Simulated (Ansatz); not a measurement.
# CH7BSn: rigid scan of one bond length

How does the energy of CH7BSn change as one bond is stretched? A script is to give a rigid scan of one bond length; the system is CH7BSn.

Program: Ansatz 0.2.0, driven from Python. Level of theory: PBE0/def2-SVP. These are calculated values, not measurements.

## 1. The system

Bond lengths: B1–Sn2 2.171 Å, Sn2–C3 2.129 Å, B1–H4 1.120 Å, B1–H5 1.240 Å, Sn2–H6 1.765 Å, Sn2–H7 1.773 Å, C3–H8 1.056 Å, C3–H9 1.068 Å, C3–H10 1.159 Å. Angles (14 of 15 angles, heavy atoms first): B1–Sn2–C3 107.5°, B1–Sn2–H6 110.8°, B1–Sn2–H7 109.9°, C3–Sn2–H6 110.0°, C3–Sn2–H7 109.7°, Sn2–B1–H4 121.6°, Sn2–B1–H5 120.2°, Sn2–C3–H8 111.0°, Sn2–C3–H9 111.7°, Sn2–C3–H10 109.2°, H6–Sn2–H7 108.9°, H4–B1–H5 118.2°, H8–C3–H9 111.6°, H8–C3–H10 106.3°.

No structure file is read: the coordinates are typed or built in the script.

## 2. Script

Contents of scan_ch7bsn.py:

```python
# -*- coding: utf-8 -*-
"""Stretching a bond of CH7BSn, the rest held rigid."""

import ansatz as az
import matplotlib.pyplot as plt
import numpy as np

SETTINGS = {
    "basis": "def2-SVP",
    "functional": "pbe0",
}


def main():
    geometry_ang = [
        ("B", [-1.3926, 0.4453, -1.315]),
        ("Sn", [0.391, 0.7072, -0.1047]),
        ("C", [0.6373, -1.0577, 1.0598]),
        ("H", [-2.0095, -0.4872, -1.2559]),
        ("H", [-1.7735, 1.3533, -2.0694]),
        ("H", [0.2311, 2.111, 0.9526]),
        ("H", [1.803, 0.9336, -1.152]),
        ("H", [-0.1685, -1.1831, 1.7313]),
        ("H", [0.7748, -1.9198, 0.4447]),
        ("H", [1.59, -0.9538, 1.7116]),
    ]
    geometry = az.Crystal.molecule()
    for symbol, xyz in geometry_ang:
        geometry = geometry.atom(symbol, xyz)

    symbols = [site.symbol for site in geometry.cartesian_sites]
    start = np.array([site.position_ang for site in geometry.cartesian_sites])
    axis = (start[8] - start[2]) / np.linalg.norm(start[8] - start[2])
    moving = [8]
    lengths, energies = [0.91, 0.98, 1.07, 1.17, 1.33, 1.6, 1.92, 2.35], []
    for length in lengths:
        xyz = start.copy()
        xyz[moving] += (length - np.linalg.norm(start[8] - start[2])) * axis
        point = az.Crystal.molecule()
        for symbol, place in zip(symbols, xyz):
            point = point.atom(symbol, place.tolist())
        model = point.calculation()
        model = model.basis(gaussian=SETTINGS["basis"])
        model = model.functional(SETTINGS["functional"])
        model = model.spin("collinear")
        r = model.run().report
        energies.append(r["free_energy_ev"])
        print(f"r = {length:6.3f} A  E = {energies[-1]:.5f} eV  <S^2> = {abs(r['mean_field']['state']['spin_squared']):.3f}")

    print("energy above the lowest point (eV):", [round(e - min(energies), 3) for e in energies])
    plt.figure(figsize=(4.5, 3))
    plt.plot(lengths, np.array(energies) - min(energies), "o-")
    plt.xlabel("bond length (A)")
    plt.ylabel("E - E(min) (eV)")
    plt.tight_layout()
    plt.savefig("scan.png", dpi=100)


if __name__ == "__main__":
    main()
```

## 3. What the engine is handed

The engine receives this input (first run):

```yaml
crystal:
  periodic: [false, false, false]
  atoms:
    - { symbol: B, position_ang: [-1.3926, 0.4453, -1.315] }
    - { symbol: Sn, position_ang: [0.391, 0.7072, -0.1047] }
    - { symbol: C, position_ang: [0.6373, -1.0577, 1.0598] }
    - { symbol: H, position_ang: [-2.0095, -0.4872, -1.2559] }
    - { symbol: H, position_ang: [-1.7735, 1.3533, -2.0694] }
    - { symbol: H, position_ang: [0.2311, 2.111, 0.9526] }
    - { symbol: H, position_ang: [1.803, 0.9336, -1.152] }
    - { symbol: H, position_ang: [-0.1685, -1.1831, 1.7313] }
    - { symbol: H, position_ang: [0.7544661150757, -1.7923102385946252, 0.5356627099413594] }
    - { symbol: H, position_ang: [1.59, -0.9538, 1.7116] }
basis:
  gaussian:
    orbitals: def2-SVP
hamiltonian:
  xc: pbe0
magnetization:
  spin_polarized: true
```

## 4. The run

Command:

```
python scan_ch7bsn.py
```

**Question.** What results will this script give? Wanted: range of energy; lowest point, distance.

**Answer**, as computed:

| quantity | value |
| --- | --- |
| runs compared | 8 |
| range of energy | 4.473 eV |
| lowest point, distance (Å) | 1.07 |

The curve has its lowest point inside the range, at 1.07. The ends stand 0.878 and 4.47 eV above it. The distance scanned is the script's pair 2, 8. <S²> moves from 0.00 to 0.66: along the scan the mean field breaks spin symmetry. Caveats:
- The rest of the molecule is held rigid at a force-field or estimated start geometry, and the basis set is modest; single-reference methods fail as a bond breaks.
- def2 sets replace the cores of elements past krypton by effective core potentials.
